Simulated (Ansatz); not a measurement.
# TiRh3: response to strain

TiRh3 is deformed so: equal xx and yy strain of -1 %. What stress and forces result, by LAPW, PAW and all-electron datasets made for the crystal?

Computed with Ansatz 0.2.0 (DFT LDA, scalar-relativistic, unless a step's input says otherwise).

## Step 1: The system as given

Symmetry: Pm-3m, No. 221, cubic system. Conventional cell: a = 3.822 Å, b = 3.822 Å, c = 3.822 Å, α = 90.00°, β = 90.00°, γ = 90.00°. Ti (site symmetry m-3m) is surrounded by 12 Rh at 2.70 Å. Rh (site symmetry 4/mmm) is surrounded by 4 Ti at 2.70 Å and 8 Rh at 2.70 Å.

Coordinates:

```cif
data_structure
_symmetry_space_group_name_H-M 'Pm-3m'
_symmetry_Int_Tables_number 221
_cell_length_a 3.8220
_cell_length_b 3.8220
_cell_length_c 3.8220
_cell_angle_alpha 90.000
_cell_angle_beta 90.000
_cell_angle_gamma 90.000
_cell_volume 55.83
loop_
_atom_site_label
_atom_site_type_symbol
_atom_site_symmetry_multiplicity
_atom_site_Wyckoff_symbol
_atom_site_fract_x
_atom_site_fract_y
_atom_site_fract_z
_atom_site_occupancy
Ti1 Ti 1 a 0.00000 0.00000 0.00000 1
Rh1 Rh 3 c 0.00000 0.50000 0.50000 1
```

The file gives the conventional cell by its symmetry; the runs use the cell typed in the input.

Atoms are numbered in the order of the input: Ti1, Rh2, Rh3, Rh4.

## Step 2: The deformed structure

Space group Pm-3m before, P4/mmm after.

## Step 3: Full-potential LAPW

input.yaml

```yaml
crystal:
  lattice:
    - [3.78378, 0.0, 0.0]
    - [0.0, 3.78378, 0.0]
    - [0.0, 0.0, 3.822]
  atoms:
    - { symbol: Ti, position: [0.0, 0.0, 0.0] }
    - { symbol: Rh, position: [0.0, 0.5, 0.5] }
    - { symbol: Rh, position: [0.5, 0.0, 0.5] }
    - { symbol: Rh, position: [0.5, 0.5, 0.0] }
kpoints:
  mp_grid: { grid: [10, 10, 10] }
  band_path:
    path:
      - [0.0, 0.0, 0.0]
      - [0.0, 0.5, 0.0]
      - [0.5, 0.5, 0.0]
      - [0.0, 0.0, 0.0]
      - [0.0, 0.0, 0.5]
      - [0.0, 0.5, 0.5]
      - [0.5, 0.5, 0.5]
      - [0.0, 0.0, 0.5]
      - [0.0, 0.5, 0.0]
    npoints: 5
scf:
  occupations: { method: fermi_dirac, width: 0.03 }
hamiltonian:
  xc: lda
  pseudopotentials: { kind: all_electron, lapw: { basis_error: 0.001 } }
output:
  forces: true
  stress: true
  eigenvalues: true
```

The run is started by

```
$ ansatz run input.yaml --threads 1 --pin off --max-ram 4096MiB --backend cpu --events-out ev --progress --plain --runs-dir out
```

Output:

```text
LAPW: plane waves up to 8.566 Å⁻¹, error target 1.0e-3 eV per atom; small_component_spin mean_spin; Ti in spheres of 1.338 Å, 12 of its electrons in bands, Dirac shells []; Rh in spheres of 1.338 Å, 27 of its electrons in bands, Dirac shells []
Engine: ansatz 0.2.0
Pseudopotentials: kind: all_electron
Pseudopotential: Ti, LAPW, valence charge 12, Koelling and Harmon's equation, gaussian nucleus
Pseudopotential: Rh, LAPW, valence charge 27, Koelling and Harmon's equation, gaussian nucleus
Functional definition: SPW92
  exchange = slater_x
  correlation = pw_c
Crystal: 4 atoms, lattice volume = 54.720 Å³
Basis set: ecut = 279.55994811520173 eV, 595 PW (Γ), exchange–correlation at level 2
Bands: 56, of which v1, the nominal top of the filled ones, is band 47 counted from 1 (46 counted from 0)
Symmetry: 16 space group operations
Space group: P4/mmm (ITA 123), of the structure as read, at distance tolerance 3.8e-5 Å
k-points: 126 of 1000
Non-local potential: Ti, projectors of the file, none
Non-local potential: Rh, projectors of the file, none
Initial density: superposition of atomic densities (chi_scale 0.1, normalization cell, long waves kept (reshape's long-wave potential 0.00 eV rms))
Initial wavefunctions: plane waves of lowest kinetic energy (no species holds an atomic orbital)
Functional: x = slater, c = lda
iter 1 solved again at ethr=4.05e-3 eV; its pass at ethr=1.00e-1 eV (dr2=3.77e0 eV) is discarded
SCF iter   1: F=—  HF=-413378.930819 eV  |F-HF|=—  |Δ(HF+E_count)|=         —  Δρ=6.33e-2  dr2=3.77e0  ethr=4.05e-3  ⟨swp⟩=2.0  Hψ=46045  notcnv=0
preconditioner: auto → Kerker (q_TF=auto, 2.980 Å⁻¹)  [metal: Δε(μ)=0.001 eV  Ē_g=6.513 eV  σ=0.030 eV  W_gap=0.01  n_scr=26 (ndim 8)  ℏωp=27.9 eV  f_vac=0.000  D(μ)=3.97/eV (n_scr^D=32)]
SCF iter   2: F=—  HF=-413380.216657 eV  |F-HF|=—  |Δ(HF+E_count)|=    1.29e0  Δρ=8.15e-2  dr2=7.85e0  ethr=4.05e-3  ⟨swp⟩=2.5  Hψ=20225  notcnv=0
SCF iter   3: F=—  HF=-413376.552778 eV  |F-HF|=—  |Δ(HF+E_count)|=    3.66e0  Δρ=2.60e-2  dr2=6.99e-1  ethr=4.05e-3  ⟨swp⟩=2.0  Hψ=20160  notcnv=0
SCF iter   4: F=—  HF=-413376.726166 eV  |F-HF|=—  |Δ(HF+E_count)|=   1.73e-1  Δρ=4.03e-2  dr2=2.10e0  ethr=7.51e-4  ⟨swp⟩=2.8  Hψ=22275  notcnv=0
SCF iter   5: F=—  HF=-413376.306838 eV  |F-HF|=—  |Δ(HF+E_count)|=   4.19e-1  Δρ=1.23e-2  dr2=2.00e-1  ethr=7.51e-4  ⟨swp⟩=2.0  Hψ=20087  notcnv=0
SCF iter   6: F=—  HF=-413376.294227 eV  |F-HF|=—  |Δ(HF+E_count)|=         —  Δρ=8.86e-3  dr2=9.65e-2  ethr=2.16e-4  ⟨swp⟩=2.0  Hψ=21684  notcnv=0
the basis was enlarged: its passes take 766.2 KiB over the memory plan, 1 of 1 planned eigensolver slots
SCF iter   7: F=—  HF=-413376.275621 eV  |F-HF|=—  |Δ(HF+E_count)|=   1.86e-2  Δρ=4.68e-3  dr2=2.96e-2  ethr=1.04e-4  ⟨swp⟩=2.0  Hψ=19195  notcnv=0
SCF iter   8: F=—  HF=-413376.271082 eV  |F-HF|=—  |Δ(HF+E_count)|=   4.54e-3  Δρ=2.10e-3  dr2=4.91e-3  ethr=3.18e-5  ⟨swp⟩=2.0  Hψ=21519  notcnv=0
SCF iter   9: F=—  HF=-413376.270376 eV  |F-HF|=—  |Δ(HF+E_count)|=   7.06e-4  Δρ=1.48e-3  dr2=2.57e-3  ethr=5.28e-6  ⟨swp⟩=2.0  Hψ=20889  notcnv=0
iter 10 solved again at ethr=1.10e-7 eV; its pass at ethr=2.77e-6 eV (dr2=1.02e-4 eV) is discarded
SCF iter  10: F=—  HF=-413376.269699 eV  |F-HF|=—  |Δ(HF+E_count)|=   6.78e-4  Δρ=3.12e-4  dr2=1.02e-4  ethr=1.10e-7  ⟨swp⟩=2.0  Hψ=35349  notcnv=0
SCF iter  11: F=—  HF=-413376.269655 eV  |F-HF|=—  |Δ(HF+E_count)|=   4.35e-5  Δρ=4.13e-5  dr2=1.79e-6  ethr=1.10e-7  ⟨swp⟩=2.0  Hψ=20889  notcnv=0
SCF iter  12: F=—  HF=-413376.269655 eV  |F-HF|=—  |Δ(HF+E_count)|=   4.14e-7  Δρ=1.31e-5  dr2=1.27e-7  ethr=1.92e-9  ⟨swp⟩=2.0  Hψ=20889  notcnv=0
SCF iter  13: F=-413376.269654 eV  HF=-413376.269654 eV  |F-HF|=1.36e-8  |Δ(HF+E_count)|=   7.94e-8  Δρ=4.25e-6  dr2=9.00e-9  ethr=1.37e-10  ⟨swp⟩=2.0  Hψ=20889  notcnv=0
SCF 1 converged in 13 iterations: F = -413376.269654 eV  dr2 = 9.00e-9
NSCF: frozen V_eff on 41 k-points
SCF converged after 13 iterations
Free energy (F): -413376.269654 eV
Harris-Foulkes:  -413376.269654 eV  (|F-HF|=1.36e-8)
Internal energy: -413376.258413 eV  (E = F + TS)
E sigma→0 (E₀):  -413376.264034 eV
Entropy (-TS):   -0.011242 eV (-2.810 meV/atom)
Fermi energy:    22.486950 eV
--- Per-component energies (eV) ---
  E_band       = -8505.676158
  E_kinetic    = 429751.239782
  E_xc         = -12064.238929
  E_electrostatic = -831063.259265  (all electrons and nuclei)
  E_smearing   = -0.011242  (= −TS)
  E_closure    = 0.000000  (closes the sum)
  E_atoms      = -413339.987032  (free atoms, spherical and without spin; not in F)
  Σ components = -413376.269654   (vs F -413376.269654, Δ=0.00e0)
  Basis errors (estimates in eV, not in F): energy 1.9e-4 per atom: plane waves 1.5e-4 (7.5e-5 summed), levels above the bands 1.1e-134, relativity 4.3e-9, radial functions 4.1e-5, core shells 3.7e-7; eigenvalues (radial functions only) 1.0e-6; not estimated: angular momenta, meshes, grids; target (lapw.basis_error) 1.0e-3; muffin-tin radii Ti 1.338 Å, Rh 1.338 Å
--- Forces (eV/Å), atoms counted from 1 ---
  atom   1  Ti     0.00000000    -0.00000000     0.00000000
  atom   2  Rh     0.00000000    -0.00000000     0.00000000
  atom   3  Rh    -0.00000000     0.00000000     0.00000000
  atom   4  Rh    -0.00000000     0.00000000     0.00000000
  max |Σ_I F_I| component: 1.45e-30 eV/Å
--- Stress (GPa, compression-positive) ---
       -4.767250       0.000000       0.000000
        0.000000      -4.767250       0.000000
        0.000000       0.000000      -6.732645
  P = ⅓ Tr σ = -5.4224 GPa (-54.224 kbar)
--- Band table (eV; the first three rows and the last of 126) ---
  k-point 0: bands = ["-274.1882", "-274.1832", "-274.1832", "-274.1811", "-274.1811", "-274.1776", "-274.1776", "-274.1767", "-274.1767", "-274.1657", "-274.1575", "-274.1575", "-274.1242", "-274.1183", "-274.1183", "-55.7812", "-55.6672", "-55.6596", "-33.7626", "-23.9447", "-23.9447", "-23.9442", "-23.6341", "-23.6341", "-23.6271", "-23.4328", "-23.4290", "-23.4290", "-10.3228", "-10.3213", "-10.3213", "15.0168", "16.5812", "16.9772", "16.9836", "17.2407", "17.2407", "17.2476", "20.3052", "20.4020", "20.4020", "22.2503", "22.3660", "23.3790", "23.8384", "23.8384", "23.9201", "25.2390", "25.2575", "25.9116", "25.9116", "25.9718", "26.0276", "26.2426", "26.2426", "34.8220"]
  k-point 1: bands = ["-274.1882", "-274.1832", "-274.1832", "-274.1811", "-274.1811", "-274.1776", "-274.1776", "-274.1767", "-274.1767", "-274.1657", "-274.1575", "-274.1575", "-274.1242", "-274.1183", "-274.1183", "-55.7787", "-55.6698", "-55.6595", "-33.7628", "-23.9376", "-23.9376", "-23.9322", "-23.6366", "-23.6366", "-23.6278", "-23.4457", "-23.4337", "-23.4337", "-10.3269", "-10.3223", "-10.3223", "15.1501", "16.6676", "17.0411", "17.0878", "17.2979", "17.3278", "17.3278", "20.2234", "20.4503", "20.4503", "22.1409", "22.3836", "23.2667", "23.3898", "23.3898", "23.9204", "25.0050", "25.1854", "25.3451", "25.3451", "25.6587", "25.9678", "27.1818", "27.1818", "34.9036"]
  k-point 2: bands = ["-274.1882", "-274.1832", "-274.1832", "-274.1811", "-274.1811", "-274.1776", "-274.1776", "-274.1767", "-274.1767", "-274.1657", "-274.1575", "-274.1575", "-274.1242", "-274.1183", "-274.1183", "-55.7714", "-55.6770", "-55.6595", "-33.7632", "-23.9180", "-23.9180", "-23.8973", "-23.6444", "-23.6444", "-23.6297", "-23.4828", "-23.4459", "-23.4459", "-10.3377", "-10.3248", "-10.3248", "15.5358", "16.9114", "17.2160", "17.3859", "17.4434", "17.5865", "17.5865", "19.9965", "20.5758", "20.5758", "21.8352", "22.4216", "22.4702", "22.4702", "22.9434", "23.9212", "24.0749", "24.7976", "24.7976", "25.0063", "25.1270", "25.9580", "28.4873", "28.4873", "34.6243"]
  k-point 125: bands = ["-274.1882", "-274.1832", "-274.1832", "-274.1811", "-274.1811", "-274.1776", "-274.1776", "-274.1767", "-274.1767", "-274.1657", "-274.1575", "-274.1575", "-274.1242", "-274.1183", "-274.1183", "-55.7064", "-55.6998", "-55.6998", "-33.7599", "-24.0987", "-23.9129", "-23.9052", "-23.9052", "-23.4612", "-23.4612", "-23.4516", "-23.4473", "-23.4341", "-10.3361", "-10.3361", "-10.3353", "17.0058", "17.0372", "17.0456", "17.0456", "19.5481", "19.5481", "19.6325", "20.3362", "20.3885", "20.3885", "20.8448", "20.9646", "23.3969", "23.4398", "23.4398", "23.4974", "23.6401", "23.6417", "23.6417", "25.1148", "25.1202", "25.1202", "25.3604", "25.4114", "31.5974"]
```

Run time: 3.8 min. Hardware: 1 thread of Arm Neoverse V1, shared host; peak memory 1.2 GiB.

Read from it: pressure -5.42 GPa; no gap.

## Step 4: PAW on the default files

input.yaml

```yaml
crystal:
  lattice:
    - [3.78378, 0.0, 0.0]
    - [0.0, 3.78378, 0.0]
    - [0.0, 0.0, 3.822]
  atoms:
    - { symbol: Ti, position: [0.0, 0.0, 0.0] }
    - { symbol: Rh, position: [0.0, 0.5, 0.5] }
    - { symbol: Rh, position: [0.5, 0.0, 0.5] }
    - { symbol: Rh, position: [0.5, 0.5, 0.0] }
kpoints:
  mp_grid: { grid: [10, 10, 10] }
scf:
  occupations: { method: fermi_dirac, width: 0.03 }
hamiltonian:
  xc: lda
  pseudopotentials: { kind: paw }
output:
  forces: true
  stress: true
  eigenvalues: true
  efg: { contact_densities: true }
```

The run is started by

```
$ ansatz run input.yaml --threads 1 --pin off --max-ram 4096MiB --backend cpu --events-out ev --progress --plain --runs-dir out
```

Output:

```text
Rh: output.efg is read without spin–orbit coupling, which moves field gradients at and beside such atoms by some per cent and up to a factor of two; PAW files take it under magnetization.noncollinear and magnetization.spin_orbit
Engine: ansatz 0.2.0
Pseudopotentials: kind: paw
Pseudopotential: Ti, paw, valence charge 12, recommended cutoff 420 eV (normal)
Pseudopotential: Rh, paw, valence charge 17, recommended cutoff 420 eV (normal)
Functional definition: SPW92
  exchange = slater_x
  correlation = pw_c
Crystal: 4 atoms, lattice volume = 54.720 Å³
Basis set: ecut = 420 eV, 1037 PW (Γ)
Bands: 38, of which v1, the nominal top of the filled ones, is band 32 counted from 1 (31 counted from 0)
Symmetry: 16 space group operations
Space group: P4/mmm (ITA 123), of the structure as read, at distance tolerance 3.8e-5 Å
k-points: 126 of 1000
Non-local potential: Ti, projectors of the file, l = 0: 3, l = 1: 2, l = 2: 3, l = 3: 1
Non-local potential: Rh, projectors of the file, l = 0: 3, l = 1: 2, l = 2: 2, l = 3: 1
PAW form: soft (Blöchl's): semilocal exchange-correlation on the pseudo side does not see the compensation charge
PAW frozen core: Ti, regenerated for the run's functional, and the local potential with it (the file was generated under x = pbe(κ = 0.804, μ = 0.2195149727645171), c = pbe(β = 0.06672455060314922))
PAW frozen core: Rh, regenerated for the run's functional, and the local potential with it (the file was generated under x = pbe(κ = 0.804, μ = 0.2195149727645171), c = pbe(β = 0.06672455060314922))
PAW one-centre angular grid: Ti, 590 points (default); XC on 64 Gauss nodes
PAW one-centre angular grid: Rh, 590 points (default); XC on 64 Gauss nodes
Initial density: superposition of atomic densities (neutral atoms: chi_scale 0, normalization atom), corrected by the library's trained network
Initial wavefunctions: pseudopotential atomic-orbital guess
Functional: x = slater, c = lda
SCF iter   1: F=—  HF=-21288.892602 eV  |F-HF|=—  |Δ(HF+E_count)|=         —  Δρ=1.96e-2  dr2=3.06e-1  ethr=1.77e-3  ⟨swp⟩=5.6  Hψ=15394  notcnv=0
preconditioner: auto → Kerker (q_TF=auto, 2.793 Å⁻¹)  [metal: Δε(μ)=0.011 eV  Ē_g=4.729 eV  σ=0.030 eV  W_gap=0.09  n_scr=18 (ndim 8)  ℏωp=27.9 eV  f_vac=0.000  D(μ)=3.27/eV (n_scr^D=26)]
SCF iter   2: F=—  HF=-21288.869115 eV  |F-HF|=—  |Δ(HF+E_count)|=   2.35e-2  Δρ=9.20e-3  dr2=7.14e-2  ethr=4.85e-4  ⟨swp⟩=2.0  Hψ=5977  notcnv=0  defer=38
SCF iter   3: F=—  HF=-21288.862070 eV  |F-HF|=—  |Δ(HF+E_count)|=   7.05e-3  Δρ=1.57e-3  dr2=1.85e-3  ethr=1.13e-4  ⟨swp⟩=2.0  Hψ=5741  notcnv=0  defer=146
SCF iter   4: F=—  HF=-21288.861791 eV  |F-HF|=—  |Δ(HF+E_count)|=   2.79e-4  Δρ=3.09e-4  dr2=8.37e-5  ethr=2.93e-6  ⟨swp⟩=2.3  Hψ=6129  notcnv=0  defer=146
SCF iter   5: F=—  HF=-21288.861786 eV  |F-HF|=—  |Δ(HF+E_count)|=   5.00e-6  Δρ=7.17e-5  dr2=1.07e-6  ethr=1.33e-7  ⟨swp⟩=1.9  Hψ=5286  notcnv=0  defer=146
SCF iter   6: F=-21288.861786 eV  HF=-21288.861786 eV  |F-HF|=2.30e-8  |Δ(HF+E_count)|=   1.87e-7  Δρ=1.13e-5  dr2=6.22e-8  ethr=1.59e-10  ⟨swp⟩=7.7  Hψ=20000  notcnv=0
SCF 1 converged in 6 iterations: F = -21288.861786 eV  dr2 = 6.22e-8
SCF converged after 6 iterations
Free energy (F): -21288.861786 eV
Harris-Foulkes:  -21288.861786 eV  (|F-HF|=2.30e-8)
Internal energy: -21288.850535 eV  (E = F + TS)
E sigma→0 (E₀):  -21288.856161 eV
Entropy (-TS):   -0.011251 eV (-2.813 meV/atom)
Fermi energy:    20.700055 eV
--- Per-component energies (eV) ---
  E_band       = -393.736429
  E_kinetic    = 1998.407817
  E_local      = -5512.277677  (includes V_loc(G=0)·N_el)
  E_nonlocal   = 1091.043320
  E_hartree    = 1991.534059
  E_xc         = -761.878327
  E_vxc        = -960.538295  (∫ρ·V_xc dr)
  E_paw        = -11390.150274  (= ΣΔE_a)
  E_vpaw       = -993.433285  (= ΣTr[D̂ρ^β])
  E_aug_tail   = 0.002314  (compensation charges beyond the density's cutoff)
  E_ewald      = -8707.725164
  E_core_change = 2.193397  (= ΣΔE_core)
  E_smearing   = -0.011251  (= −TS)
  E_closure    = -0.000000  (closes the sum)
  Σ components = -21288.861786   (vs F -21288.861786, Δ=0.00e0)
--- Forces (eV/Å), atoms counted from 1 ---
  atom   1  Ti    -0.00000000    -0.00000000     0.00000000
  atom   2  Rh     0.00000000    -0.00000000     0.00000000
  atom   3  Rh     0.00000000     0.00000000     0.00000000
  atom   4  Rh     0.00000000     0.00000000     0.00000000
  max |Σ_I F_I| component: 8.05e-29 eV/Å
--- Stress (GPa, compression-positive) ---
       -4.823072       0.000000       0.000000
        0.000000      -4.823072       0.000000
        0.000000       0.000000      -6.789565
  P = ⅓ Tr σ = -5.4786 GPa (-54.786 kbar)
--- PAW observables at the nuclei: V_zz in 10²¹ V/m², potentials from the cell's mean, atoms counted from 1 ---
  atom   1  Ti V_zz =    +0.027395   η = 0.0000   by run symmetry: allowed
            electrostatic potential = -2539.986507 V   contact ρ = 56425.864610 e/Å³
  atom   2  Rh V_zz =    -2.882125   η = 0.0276   by run symmetry: allowed
            electrostatic potential = -7028.367145 V   contact ρ = 786626.669948 e/Å³
  atom   3  Rh V_zz =    -2.882125   η = 0.0276   by run symmetry: allowed
            electrostatic potential = -7028.367145 V   contact ρ = 786626.669948 e/Å³
  atom   4  Rh V_zz =    -3.133064   η = 0.0000   by run symmetry: allowed
            electrostatic potential = -7028.359332 V   contact ρ = 786626.703061 e/Å³
--- Band table (eV; the first three rows and the last of 126) ---
  k-point 0: bands = ["-57.5832", "-57.4698", "-57.4621", "-35.5611", "-25.7483", "-25.7483", "-25.7478", "-25.4396", "-25.4396", "-25.4325", "-25.2379", "-25.2341", "-25.2341", "-12.1166", "-12.1151", "-12.1151", "13.2298", "14.7986", "15.1940", "15.2004", "15.4578", "15.4578", "15.4647", "18.5179", "18.6146", "18.6146", "20.4615", "20.5771", "21.5886", "22.0485", "22.0485", "22.1301", "23.4483", "23.4668", "24.1204", "24.1204", "24.1805", "24.2438"]
  k-point 1: bands = ["-57.5807", "-57.4723", "-57.4621", "-35.5613", "-25.7414", "-25.7414", "-25.7359", "-25.4421", "-25.4421", "-25.4332", "-25.2508", "-25.2388", "-25.2388", "-12.1208", "-12.1161", "-12.1161", "13.3634", "14.8851", "15.2579", "15.3046", "15.5151", "15.5449", "15.5449", "18.4365", "18.6629", "18.6629", "20.3524", "20.5947", "21.4767", "21.6013", "21.6013", "22.1304", "23.2159", "23.3949", "23.5559", "23.5559", "23.8733", "24.1765"]
  k-point 2: bands = ["-57.5735", "-57.4795", "-57.4620", "-35.5617", "-25.7217", "-25.7217", "-25.7012", "-25.4499", "-25.4499", "-25.4351", "-25.2878", "-25.2510", "-25.2510", "-12.1318", "-12.1187", "-12.1187", "13.7495", "15.1289", "15.4326", "15.6027", "15.6608", "15.8034", "15.8034", "18.2106", "18.7887", "18.7887", "20.0476", "20.6330", "20.6833", "20.6833", "21.1543", "22.1312", "22.2893", "23.0087", "23.0087", "23.2161", "23.3391", "24.1668"]
  k-point 125: bands = ["-57.5088", "-57.5022", "-57.5022", "-35.5584", "-25.9010", "-25.7175", "-25.7098", "-25.7098", "-25.2672", "-25.2672", "-25.2559", "-25.2534", "-25.2384", "-12.1300", "-12.1300", "-12.1292", "15.2217", "15.2541", "15.2624", "15.2624", "17.7614", "17.7614", "17.8456", "18.5492", "18.6015", "18.6015", "19.0568", "19.1765", "21.6067", "21.6496", "21.6496", "21.7133", "21.8548", "21.8564", "21.8564", "23.3239", "23.3293", "23.3293"]
```

Run time: 14 s. Hardware: 1 thread of Arm Neoverse V1, shared host; peak memory 0.5 GiB.

Result: pressure -5.48 GPa; no gap; Vzz Ti1 0.03 (η = 0.00), Rh2 -2.88 (η = 0.03), Rh4 -3.13 (η = 0.00) (10²¹ V/m²).

[end of part 1 of 2]
